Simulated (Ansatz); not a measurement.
# CH2BrFOSi: one species, many methods

Aim: compute CH2BrFOSi with functionals from several rungs and with coupled cluster, and see how far each lands from CCSD(T) at the basis-set limit for the atomisation energy.

Program: Ansatz 0.2.0, Gaussian basis. Level of theory: functionals in def2-TZVPP, the program's frozen cores in correlated methods. These are calculated values, not measurements.

Plan: LDA (SPW92), PBE-D4, revPBE-D4, BLYP-D4, r2SCAN-D4, B97M-V, PBE0-D4, B3LYP-D4, r2SCANh-D4, r2SCAN0-D4, HSE06-D4, BHLYP-D4, CAM-B3LYP-D4, LC-ωPBE, ωB97X-V, ωB97M-V, B2PLYP, PBE-QIDH; CCSD(T)/def2-SVP; CCSD(T)/def2-TZVPP; MP2/def2-QZVPP; extrapolation to the limit; RPA on PBE.

### Step 1. The geometry

The geometry comes from an earlier relaxation with PBE0-D4 in a triple-zeta def2 set; it is a stationary point, not always the lowest conformer.

SMILES `FC1(Br)O[SiH2]1`, 7 atoms, charge 0, spin multiplicity 1.

Atoms are counted from 1 here; the program's logs count them from 0.

Bond lengths: F1–C2 1.342 Å, C2–Br3 1.934 Å, C2–O4 1.391 Å, C2–Si5 1.816 Å, O4–Si5 1.694 Å, Si5–H6 1.475 Å, Si5–H7 1.475 Å. Angles: F1–C2–Br3 108.6°, F1–C2–O4 112.7°, F1–C2–Si5 124.6°, Br3–C2–O4 114.1°, Br3–C2–Si5 124.0°, O4–C2–Si5 62.1°, C2–O4–Si5 71.4°, C2–Si5–O4 46.5°, C2–Si5–H6 121.5°, C2–Si5–H7 121.7°, O4–Si5–H6 115.3°, O4–Si5–H7 116.3°, H6–Si5–H7 115.4°.

### Step 2. LDA

This LDA is Slater exchange with PW92 correlation.

The input, in.yaml:

```yaml
crystal:
  periodic: [false, false, false]
  atoms:
    - {symbol: F, position_ang: [-0.738406, -1.278664, 1.321256]}
    - {symbol: C, position_ang: [0.078120, -0.729801, 0.408619]}
    - {symbol: Br, position_ang: [1.772728, -1.661409, 0.455971]}
    - {symbol: O, position_ang: [-0.498140, -0.662165, -0.855562]}
    - {symbol: Si, position_ang: [-0.156474, 0.912192, -0.331752]}
    - {symbol: H, position_ang: [-1.335061, 1.740933, -0.013994]}
    - {symbol: H, position_ang: [0.938433, 1.610913, -1.030338]}
basis:
  gaussian: {orbitals: def2-TZVPP}
hamiltonian: {xc: lda}
output: {orbitals: {seedname: orbitals}}
```

Launch:

```console
$ ansatz run in.yaml --threads 4 --pin off --events-out ev --progress --plain --max-ram 10444MiB
```

The runs that follow: PBE-D4 (GGA); revPBE-D4 (GGA); BLYP-D4 (GGA); r2SCAN-D4 (meta-GGA); B97M-V (meta-GGA); B3LYP-D4 (hybrid); r2SCANh-D4 (hybrid); r2SCAN0-D4 (hybrid); HSE06-D4 (hybrid); BHLYP-D4 (hybrid); CAM-B3LYP-D4 (range-separated); LC-ωPBE (range-separated); ωB97X-V (range-separated); ωB97M-V (range-separated); B2PLYP (double hybrid); PBE-QIDH (double hybrid); CCSD(T) in def2-SVP; CCSD(T) in def2-TZVPP; MP2 in def2-QZVPP; RPA on PBE orbitals.

**Question.** What will the summary of the whole plan be? Wanted: atomisation energy, CCSD(T)/CBS; farthest beyond LDA; mean size of error, GGA; mean size of error, meta-GGA; mean size of error, hybrid; mean size of error, range-separated; mean size of error, double hybrid; gap, smallest and largest; T1 diagnostic.

As calculated:

| quantity | value |
| --- | --- |
| atomisation energy, CCSD(T)/CBS | 2372.1 kJ/mol |
| functionals within 23.7 kJ/mol (1.0 %) | revPBE-D4, BLYP-D4, r2SCAN-D4, B97M-V, PBE0-D4, r2SCANh-D4, HSE06-D4, CAM-B3LYP-D4, LC-ωPBE, ωB97X-V, ωB97M-V |
| farthest beyond LDA | BHLYP-D4 (-152.9 kJ/mol) |
| mean size of error, GGA | 36.4 kJ/mol |
| mean size of error, meta-GGA | 11.9 kJ/mol |
| mean size of error, hybrid | 42.7 kJ/mol |
| mean size of error, range-separated | 7.8 kJ/mol |
| mean size of error, double hybrid | 37.3 kJ/mol |
| gap, smallest and largest | 4.12 eV (LDA (SPW92)), 11.04 eV (LC-ωPBE) |
| T1 diagnostic | 0.0128 |
| triples share of the correlation energy | 3.8 % |

What this shows: The LDA atomisation energy is off by 490.2 kJ/mol (21 %): it overbinds. PBE-D4 misses by +95.8 kJ/mol. Double hybrids carry the basis error of their MP2 part in triple zeta, and no dispersion term here, so their miss is partly the set-up's. The rungs range-separated, meta-GGA miss on average by less than the doubt on the reference (23.7 kJ/mol), so they tie. The reference freezes the cores and leaves out relativity and excitations past (T), and its outer-core shells are covered unevenly, so misses under about 23.7 kJ/mol can't be ranked. All levels share the lack of spin-orbit coupling, which lowers the free heavy atoms and so the true binding. Hartree-Fock recovers 64 % of the binding; the rest is correlation. CCSD(T) in def2-SVP is off by -207.0 kJ/mol, worse than the median functional, from the basis alone. Orbital gaps span 4.1 to 11.0 eV; exact exchange widens them. Correlated methods include outer-core shells of Br, which these sets cover unevenly.
